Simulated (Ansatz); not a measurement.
# GeNH₂ (quartet): from Hartree-Fock to the top rungs at distance Ge1–N2 = 3.623 Å, cc-pVDZ

How much of the correlation energy of GeNH₂ (quartet) does each wave-function method recover here?

Program: Ansatz 0.2.0, Gaussian basis. Level of theory: cc-pVDZ, core rule «outside noble gas», up to 15 orbitals frozen. These are calculated values, not measurements.

To be run: UHF; CCSD(T) on ROHF; CCSD(T) on UHF; BCCD(T) on ROHF; CISD; CCSDT(Q) on ROHF; CCSDT(Q) on UHF; CASSCF and MRCISD+Q, 5 electrons in 5 orbitals; CASSCF and NEVPT2, 5 electrons in 5 orbitals; CASSCF and MRCISD+Q, 11 electrons in 10 orbitals; CASSCF and NEVPT2, 11 electrons in 10 orbitals.

31 further runs of the same task are left out: 6 for a known fault of the program, 18 that didn't finish, 7 set aside as unsound or not needed.

## (1) The geometry

The geometry derives from a PBE0/def2-TZVP stationary point (not a proven minimum). One bond is set to the value named and the two fragments are kept rigid. No spin-orbit coupling is included. The filled d shell of Ge may be among the frozen orbitals whatever the setting's name suggests; the logs give the count.

4 atoms, charge 0, spin multiplicity 4.

Atoms are counted from 1 here; the program's logs count them from 0.

Bond lengths: N2–H3 1.021 Å, N2–H4 1.021 Å. Angles: H3–N2–H4 108.9°.

## (2) UHF

The input, in.yaml:

```yaml
crystal:
  periodic: [false, false, false]
  atoms:
    - {symbol: Ge, position_ang: [0.000000, 0.000000, 3.014208]}
    - {symbol: N, position_ang: [0.000000, 0.000000, -0.608792]}
    - {symbol: H, position_ang: [0.000000, 0.830871, -1.202708]}
    - {symbol: H, position_ang: [0.000000, -0.830871, -1.202708]}
basis:
  gaussian: {orbitals: cc-pVDZ}
magnetization: {spin_polarized: true, initial_magnetization: 3}
hamiltonian: {xc: hf}
output: {orbitals: {seedname: orbitals}}
```

Command:

```
> ansatz run in.yaml --threads 1 --pin off --events-out ev --progress --plain --max-ram 2393MiB
```

The runs that follow: CCSD(T) on ROHF; CCSD(T) on UHF; BCCD(T) on ROHF; CISD; CCSDT(Q) on ROHF; CCSDT(Q) on UHF; CASSCF and MRCISD+Q, 5 electrons in 5 orbitals; CASSCF and NEVPT2, 5 electrons in 5 orbitals; CASSCF and MRCISD+Q, 11 electrons in 10 orbitals; CASSCF and NEVPT2, 11 electrons in 10 orbitals.

Q: Predict the results of all the runs planned. Wanted: UCCSDT(Q) below the RHF energy; RMP2 from UCCSDT(Q); UMP2 from UCCSDT(Q); RCCSD from UCCSDT(Q); RCCSD(T) from UCCSDT(Q); UCCSD(T) from UCCSDT(Q); RCCSDT(Q) from UCCSDT(Q); NEVPT2 pair from UCCSDT(Q); MRCISD+Q pair from UCCSDT(Q).

As calculated:

| quantity | value |
| --- | --- |
| UCCSDT(Q) below the RHF energy | -6.2942 eV |
| RMP2 from UCCSDT(Q) | +1082.6 meV |
| UMP2 from UCCSDT(Q) | +1072.5 meV |
| RCCSD from UCCSDT(Q) | +130.1 meV |
| RCCSD(T) from UCCSDT(Q) | +33.7 meV |
| UCCSD(T) from UCCSDT(Q) | +24.0 meV |
| RCCSDT(Q) from UCCSDT(Q) | +9.4 meV |
| NEVPT2 pair from UCCSDT(Q) | +1021.3 meV |
| MRCISD+Q pair from UCCSDT(Q) | +11.8 meV |
| NEVPT2 valence from UCCSDT(Q) | +959.1 meV |
| levels within 1 kcal/mol (43 meV) | RCCSD(T), UCCSD(T), BCCD(T), RCCSDT, UCCSDT, RCCSDT(Q), MRCISD+Q pair, MRCISD+Q valence |
| T1 diagnostic | 0.016 |
| effectively unpaired electrons | 3.02 |

RCCSD(T) lands +33.7 meV from the yardstick (0.5 % of the correlation energy). One determinant dominates. Of the multireference levels listed MRCISD+Q valence comes nearest in total energy (+0.2 meV), which doesn't show that its space is the better one. These misses are within one basis, not against nature; the frozen cores of restricted and unrestricted runs differ, which can shift their rows.
